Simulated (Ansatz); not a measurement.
# CH₂BLiN radical (SMILES [Li][N]1B[CH]1): functionals against CCSD(T) at one geometry

Aim: energy, forces and dipole at a structure displaced at random from a GFN2-xTB minimum, from CCSD(T) and from density functionals.

Method: single points in def2-TZVPP; program: Ansatz 0.2.0, Gaussian basis.

Correlated methods freeze the cores. The outer core shell of Li, Na, Mg and K is correlated. Orbitals are unrestricted.

## (1) The system as given

SMILES `[Li][N]1B[CH]1`, 6 atoms, charge 0, spin multiplicity 2.

Atoms are counted from 1 here; the program's logs count them from 0.

Bond lengths: Li1–N2 1.837 Å, N2–B3 1.552 Å, N2–C4 1.405 Å, B3–C4 1.407 Å, B3–H5 1.131 Å, C4–H6 0.940 Å. Angles: Li1–N2–B3 158.8°, Li1–N2–C4 135.9°, B3–N2–C4 56.6°, N2–B3–C4 56.4°, N2–B3–H5 135.2°, C4–B3–H5 167.5°, N2–C4–B3 67.0°, N2–C4–H6 137.7°, B3–C4–H6 150.6°.

As a file:

```xyz
6
CH2BLiN
Li   -1.67180   -1.73320   -0.38380
N    -0.26680   -0.61510    0.00630
B     1.04320    0.18920   -0.20470
C    -0.12130    0.73470    0.36730
H     2.09010   -0.05920   -0.55310
H    -0.54090    1.35070    0.94060
```

## (2) CCSD(T)/def2-TZVPP

File run/in.yaml:

```yaml
crystal:
  periodic: [false, false, false]
  atoms:
    - {symbol: Li, position_ang: [-1.671800, -1.733200, -0.383800]}
    - {symbol: N, position_ang: [-0.266800, -0.615100, 0.006300]}
    - {symbol: B, position_ang: [1.043200, 0.189200, -0.204700]}
    - {symbol: C, position_ang: [-0.121300, 0.734700, 0.367300]}
    - {symbol: H, position_ang: [2.090100, -0.059200, -0.553100]}
    - {symbol: H, position_ang: [-0.540900, 1.350700, 0.940600]}
basis:
  gaussian: {orbitals: def2-TZVPP}
magnetization: {spin_polarized: true, initial_magnetization: 1}
correlation: {method: ccsd_t}
scf: {omitted_lower_state_checks: [cluster_reference]}
output: {forces: true}
```

No record of the launch command was kept for these runs.

## (3) PBE0-D4/def2-TZVPP

Edit run/in.yaml of step 2 so:

```diff
@@ -12,4 +12,3 @@
 magnetization: {spin_polarized: true, initial_magnetization: 1}
-correlation: {method: ccsd_t}
-scf: {omitted_lower_state_checks: [cluster_reference]}
-output: {forces: true}
+hamiltonian: {xc: pbe0, dispersion: d4}
+output: {forces: true, orbitals: {seedname: orbitals}}
```

## (4) wB97M-V/def2-TZVPP

Edit run/in.yaml of step 3 so:

```diff
@@ -12,3 +12,3 @@
 magnetization: {spin_polarized: true, initial_magnetization: 1}
-hamiltonian: {xc: pbe0, dispersion: d4}
-output: {forces: true, orbitals: {seedname: orbitals}}
+hamiltonian: {xc: {name: wB97M-V}}
+output: {forces: true}
```

## (5) r2SCAN-D4/def2-TZVPP

Edit run/in.yaml of step 4 so:

```diff
@@ -12,3 +12,3 @@
 magnetization: {spin_polarized: true, initial_magnetization: 1}
-hamiltonian: {xc: {name: wB97M-V}}
+hamiltonian: {xc: r2scan, dispersion: d4}
 output: {forces: true}
```

## (6) PBE-D4/def2-TZVPP

Edit run/in.yaml of step 5 so:

```diff
@@ -12,3 +12,3 @@
 magnetization: {spin_polarized: true, initial_magnetization: 1}
-hamiltonian: {xc: r2scan, dispersion: d4}
+hamiltonian: {xc: pbe, dispersion: d4}
 output: {forces: true}
```

## (7) BHLYP-D4/def2-TZVPP

Edit run/in.yaml of step 6 so:

```diff
@@ -12,3 +12,3 @@
 magnetization: {spin_polarized: true, initial_magnetization: 1}
-hamiltonian: {xc: pbe, dispersion: d4}
+hamiltonian: {xc: {name: BHLYP}, dispersion: d4}
 output: {forces: true}
```

## (8) r2SCANh-D4/def2-TZVPP

Edit run/in.yaml of step 7 so:

```diff
@@ -12,3 +12,3 @@
 magnetization: {spin_polarized: true, initial_magnetization: 1}
-hamiltonian: {xc: {name: BHLYP}, dispersion: d4}
+hamiltonian: {xc: {name: r2SCANh}, dispersion: d4}
 output: {forces: true}
```

(Steps that only read results are left out.)

What does the calculation give? Wanted: energy less free atoms, CCSD(T)/def2-TZVPP; RMS force component; RMS force error; HOMO and LUMO, PBE0-D4; T1 diagnostic.

The runs gave:

| quantity | value |
| --- | --- |
| energy less free atoms, CCSD(T)/def2-TZVPP | -1935.9 kJ/mol |
| RMS force component | 2.442 to 2.607 eV/Å over the methods |
| RMS force error | PBE0-D4 0.327, wB97M-V 0.246, r2SCAN-D4 0.389, PBE-D4 0.531, BHLYP-D4 0.405, r2SCANh-D4 0.261 eV/Å |
| HOMO and LUMO, PBE0-D4 | -2.89 and -1.44 eV |
| T1 diagnostic | 0.024 |

**Reading.** Against CCSD(T) the functionals' energies less atoms differ by -192.2 to -19.5 kJ/mol, PBE-D4 by -192.2 kJ/mol. CCSD(T) in triple zeta still lacks some correlation energy of the bonds, so part of these gaps is its own basis error and they don't rank the functionals. For forces wB97M-V does best and PBE-D4 worst. Frozen-core CCSD(T) forces in triple zeta carry basis errors of their own, and this is one geometry, so small gaps rank nothing.
